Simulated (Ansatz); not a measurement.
HPbNO4:

```
H Pb N O
1.0
     4.27531   -0.00040    0.00636
    -2.08399    5.20775   -0.04907
    -2.12377   -1.86574    4.91491
H Pb N O
1 1 1 4
Direct
  0.99073 0.03330 0.90994
  0.50274 0.81989 0.14287
  0.00838 0.47408 0.50265
  0.99816 0.92741 0.02877
  0.19467 0.73435 0.60852
  0.81673 0.35882 0.24556
  0.01381 0.33121 0.65217
```

The cell was built by a generator and needn't be a form met in nature.

Base run:

```yaml
Program: Ansatz 0.2.0
Functional: PBE
Potentials_or_basis: Ansatz PAW
Cutoff: 420 eV
Density_cutoff: 1680 eV
k_mesh: 6 × 4 × 4
Occupations: fermi-dirac, width 0.05 eV
Spin: spin-orbit coupling, no magnetisation
```

Its results: band gap on the k mesh 2.78 eV, indirect (least direct gap 3.14 eV); pressure -0.1 GPa; largest force 0.050 eV/Å.

Task: The run is repeated on the same cell with these changes: functional from PBE to r2SCAN; cutoff from 420 eV to 500 eV; density cutoff from 1680 eV to 2000 eV. What comes out?

Result: Band gap on the k mesh 3.15 eV, indirect (least direct gap 3.50 eV); pressure -3.1 GPa; largest force 0.664 eV/Å.

r2SCAN gives the wider gap, since meta-GGAs in the generalised Kohn-Sham scheme recover part of the derivative discontinuity.

Caveats: the PAW data sets come from PBE, with cores solved anew for the run's functional, which leaves a small shift of forces and pressure (some runs).

A k mesh can miss the band edges.

Not every run made on this cell is shown here.
